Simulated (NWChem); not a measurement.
# CH6BNO2 (SMILES COB(N)O): levels of theory compared

Aim: a comparison of 3 runs (HF/STO-3G, HF/3-21G, B3LYP/6-31G*) of CH6BNO2. 

Program for the calculation: NWChem 7.3.0.

1 further run of the same task is left out (set aside as unsound or not needed). Runs told in other sessions of the task aren't counted.

### 1 Starting point

The species is CH6BNO2 (11 atoms), meant as a singlet with charge 0. As SMILES, `COB(N)O`. Geometry: relaxed at PBE0-D4/def2-TZVP. This is one conformer, not always the lowest.

Bond lengths: C1–O2 1.404 Å, O2–B3 1.375 Å, B3–N4 1.409 Å, B3–O5 1.372 Å, C1–H6 1.096 Å, C1–H7 1.091 Å, C1–H8 1.096 Å, N4–H9 1.002 Å, N4–H10 1.003 Å, O5–H11 0.959 Å. Some angles: C1–O2–B3 120.9°, O2–B3–N4 123.5°, O2–B3–O5 117.8°, N4–B3–O5 118.7°, O2–C1–H6 111.6°, O2–C1–H7 108.2°, O2–C1–H8 111.6°, B3–N4–H9 124.4°, B3–N4–H10 121.1°, B3–O5–H11 111.1°.

### 2 Energy and gradient at HF/STO-3G (run 1)

Input file calc.xyz:

```xyz
11

C      0.713500     0.851600     1.129700
O     -0.446700     0.102500     0.878500
B     -0.644000    -0.506700    -0.338400
N      0.275800    -0.431900    -1.403700
O     -1.801000    -1.223100    -0.514800
H      0.801300     1.701800     0.443100
H      0.654400     1.238600     2.147600
H      1.616900     0.236000     1.047600
H      1.144100     0.066300    -1.366900
H      0.095200    -0.890900    -2.277500
H     -2.344100    -1.201100     0.275400
```

Input file run.py:

```python
from ase.io import read
from ase.calculators.nwchem import NWChem

atoms = read('calc.xyz')

calc = NWChem(
    label='calc',
    theory='scf',
    memory='2200 mb',
    basis='STO-3G',
    basispar='spherical bse',
    scf={'nopen': '0', 'rhf': None, 'thresh': '1e-08', 'maxiter': '80'},
)
atoms.calc = calc

forces = atoms.get_forces()
print(f"energy = {atoms.get_potential_energy():.6f} eV")
print("forces (eV/A):")
for s, f in zip(atoms.symbols, forces):
    print(f"{s:2s} {f[0]:10.5f} {f[1]:10.5f} {f[2]:10.5f}")
print("dipole (e A):", atoms.get_dipole_moment().round(4))
```

On the command line:

```sh
$ export ASE_NWCHEM_COMMAND="nwchem PREFIX.nwi > PREFIX.nwo"
$ python run.py
```

What it wrote:

```text
energy = -7260.943281 eV
forces (eV/A):
C     0.55505    0.23788   -0.18502
O    -1.14995   -0.66607   -0.06222
B     0.08983    0.11627    0.16275
N    -0.79313   -0.18430    0.62612
O     1.08768    0.02314   -1.41899
H     0.17674    0.01106    0.08546
H     0.05764    0.07718    0.11164
H     0.08649    0.17427    0.01692
H     0.58256    0.29264   -0.07652
H     0.00663   -0.23824   -0.58940
H    -0.69960    0.15617    1.32926
dipole (e A): [0.2821 0.1603 0.0078]
```

The calculator wrote calc.nwi:

```
title "calc"

permanent_dir calc

scratch_dir calc

start calc

geometry units angstrom nocenter noautosym noautoz
  C  7.1350000000000002e-01 8.5160000000000002e-01 1.1296999999999999e+00
  O  -4.4669999999999999e-01 1.0249999999999999e-01 8.7849999999999995e-01
  B  -6.4400000000000002e-01 -5.0670000000000004e-01 -3.3839999999999998e-01
  N  2.7579999999999999e-01 -4.3190000000000001e-01 -1.4036999999999999e+00
  O  -1.8009999999999999e+00 -1.2231000000000001e+00 -5.1480000000000004e-01
  H  8.0130000000000001e-01 1.7018000000000000e+00 4.4309999999999999e-01
  H  6.5439999999999998e-01 1.2385999999999999e+00 2.1476000000000002e+00
  H  1.6169000000000000e+00 2.3599999999999999e-01 1.0476000000000001e+00
  H  1.1440999999999999e+00 6.6299999999999998e-02 -1.3669000000000000e+00
  H  9.5200000000000007e-02 -8.9090000000000003e-01 -2.2774999999999999e+00
  H  -2.3441000000000001e+00 -1.2011000000000001e+00 2.7539999999999998e-01
end

memory 2200 mb

basis spherical bse noprint
   * library STO-3G
end

scf
  nopen 0
  rhf
  thresh 1e-08
  maxiter 80
end

task scf gradient
```

calc.nwo:

```text
Northwest Computational Chemistry Package (NWChem) 7.3.0
             --------------------------------------------------------

           Job information
           ---------------

    nwchem branch   = 7.3.0
    use scalapack   = T
    input           = calc.nwi
    prefix          = calc.
    data base       = calc/calc.db
    status          = startup
    nproc           =        1

           Memory information
           ------------------

[... 5 lines left out ...]
    hardfail = no
[... 139 lines left out ...]
         Quadratically convergent ROHF
[... 14 lines left out ...]
       Final RHF  results
[... 4 lines left out ...]
      Two-electron energy =    274.619668443472
[... 39 lines left out ...]
                       ROHF Final Molecular Orbital Analysis
[... 248 lines left out ...]
                 ----------------------------------------
                 |  Time  |  1-e(secs)   |  2-e(secs)   |
                 ----------------------------------------
                 |  CPU   |       0.00   |       0.60   |
                 ----------------------------------------
                 |  WALL  |       0.00   |       0.60   |
                 ----------------------------------------

 Task  times  cpu:        3.2s     wall:        3.2s
 Total times  cpu:        3.2s     wall:        3.2s
```

Wall time 4.5 s (1 thread of Intel Xeon Platinum 8259CL at 2.50GHz (Skylake/Cascade Lake), shared host); peak memory 0.1 GiB.

### 3 Energy and gradient at HF/3-21G (run 2)

Input file ch6bno2.nw:

```
start ch6bno2
memory 2200 mb
geometry units atomic noautosym nocenter noautoz
 C    1.34831959   1.60929077   2.13482360
 O   -0.84414066   0.19369693   1.66012440
 B   -1.21698362  -0.95752423  -0.63948332
 N    0.52118647  -0.81617271  -2.65260856
 O   -3.40339675  -2.31132402  -0.97283101
 H    1.51423754   3.21593592   0.83733765
 H    1.23663678   2.34061478   4.05837583
 H    3.05549817   0.44597537   1.97967709
 H    2.16203566   0.12528884  -2.58306664
 H    0.17990193  -1.68355700  -4.30385125
 H   -4.42970701  -2.26975005   0.52043057
end
basis spherical bse
 C library 3-21G
 O library 3-21G
 B library 3-21G
 N library 3-21G
 H library 3-21G
end
scf
 singlet
 rhf
 thresh 1e-08
 maxiter 80
end
task scf gradient
```

On the command line:

```sh
$ nwchem ch6bno2.nw > ch6bno2.out
```

What it wrote:

```text
[...]
  functions       =    57
[...]
  wavefunction    = RHF
[...]
         Total SCF energy =   -268.882401988589
      One-electron energy =   -717.981189002424
      Two-electron energy =    272.785018978185
 Nuclear repulsion energy =    176.313768035650
        Time for solution =      2.8s
[...]
                         RHF ENERGY GRADIENTS
    atom               coordinates                        gradient
                 x          y          z           x          y          z
   1 C       1.348320   1.609291   2.134824   -0.022786  -0.018216  -0.013308
   2 O      -0.844141   0.193697   1.660124    0.010225   0.003820  -0.004574
   3 B      -1.216984  -0.957524  -0.639483   -0.002887   0.004821   0.015635
   4 N       0.521186  -0.816173  -2.652609   -0.010250  -0.002363   0.008146
   5 O      -3.403397  -2.311324  -0.972831    0.007427   0.003226  -0.002206
   6 H       1.514238   3.215936   0.837338   -0.000391   0.006237  -0.004726
   7 H       1.236637   2.340615   4.058376   -0.000734   0.002545   0.007128
   8 H       3.055498   0.445975   1.979677    0.005907  -0.005094  -0.000038
   9 H       2.162036   0.125289  -2.583067    0.003520   0.002421   0.001123
  10 H       0.179902  -1.683557  -4.303851    0.000371  -0.001714  -0.004682
  11 H      -4.429707  -2.269750   0.520431    0.009598   0.004317  -0.002497
[...]
```

Run time: 4.5 s. Hardware: 1 thread of Intel Xeon Platinum 8259CL at 2.50GHz (Skylake/Cascade Lake), shared host; peak memory 0.1 GiB.

### 4 Energy and gradient at B3LYP/6-31G(d) (Cartesian functions) (run 3)

Input file work.nw:

```
start work
memory stack 880 mb heap 220 mb global 1100 mb

geometry units bohr noautosym nocenter noautoz
C      1.34831959     1.60929077     2.13482360
O     -0.84414066     0.19369693     1.66012440
B     -1.21698362    -0.95752423    -0.63948332
N      0.52118647    -0.81617271    -2.65260856
O     -3.40339675    -2.31132402    -0.97283101
H      1.51423754     3.21593592     0.83733765
H      1.23663678     2.34061478     4.05837583
H      3.05549817     0.44597537     1.97967709
H      2.16203566     0.12528884    -2.58306664
H      0.17990193    -1.68355700    -4.30385125
H     -4.42970701    -2.26975005     0.52043057
end

basis cartesian
* library 6-31G*
end

dft
xc b3lyp
grid xfine
convergence energy 1e-08
maxiter 100
mulliken
print low
end

task dft gradient
```

On the command line:

```sh
$ nwchem work.nw > work.out
```

What it wrote:

```text
[...]
 d= 0,ls=0.0,diis     1   -271.7989430923 -4.48D+02  1.28D-02  9.58D-01     6.1
[...]
 d= 0,ls=0.0,diis    10   -271.8966204034 -2.05D-09  1.41D-07  3.25D-10    53.0
         Total DFT energy =     -271.896620403426
      One electron energy =     -720.446438972049
           Coulomb energy =      308.219116551027
    Exchange-Corr. energy =      -35.983066018054
 Nuclear repulsion energy =      176.313768035650
[...]
                         DFT ENERGY GRADIENTS
    atom               coordinates                        gradient
                 x          y          z           x          y          z
   1 C       1.348320   1.609291   2.134824   -0.002326  -0.001907  -0.001348
   2 O      -0.844141   0.193697   1.660124    0.004175   0.000858  -0.003581
   3 B      -1.216984  -0.957524  -0.639483    0.001552   0.000545  -0.000799
   4 N       0.521186  -0.816173  -2.652609   -0.000293  -0.000043   0.000299
   5 O      -3.403397  -2.311324  -0.972831    0.000359   0.003621   0.008337
   6 H       1.514238   3.215936   0.837338   -0.000841  -0.001779   0.001283
   7 H       1.236637   2.340615   4.058376   -0.000159  -0.001043  -0.002339
   8 H       3.055498   0.445975   1.979677   -0.002249   0.000735   0.000259
   9 H       2.162036   0.125289  -2.583067   -0.004289  -0.002161   0.000548
  10 H       0.179902  -1.683557  -4.303851    0.000630   0.002042   0.004120
  11 H      -4.429707  -2.269750   0.520431    0.003440  -0.000868  -0.006779
[...]
```

Wall time 65 s (1 thread of Intel Xeon Platinum 8259CL at 2.50GHz (Skylake/Cascade Lake), shared host); peak memory 0.15 GiB.

### 5 Overview of the runs

| run | level | Cartesian functions | iteration cap | energy (Eh) | dipole moment (D) | HOMO energy (eV) | LUMO energy (eV) | wall time |
| --- | --- | --- | --- | --- | --- | --- | --- | --- |
| 1 | HF/STO-3G | no | 80 | -266.834746 | 1.56 | -8.74 | 11.27 | 4.5 s |
| 2 | HF/3-21G | no | 80 | -268.882402 | 2.47 | -10.86 | 6.92 | 4.5 s |
| 3 | B3LYP/6-31G* (Cartesian functions) | yes | 100 | -271.896620 | – | – | – | 65 s |

### 6 Outcome

| quantity | value |
| --- | --- |
| run 3: total energy | -271.89662 Eh |
| run 3: largest force on an atom | 0.468 eV/Å |

**Reading.** In run 1 the basis is minimal, so the values are rough. All runs together took 74 s, the longest 65 s.
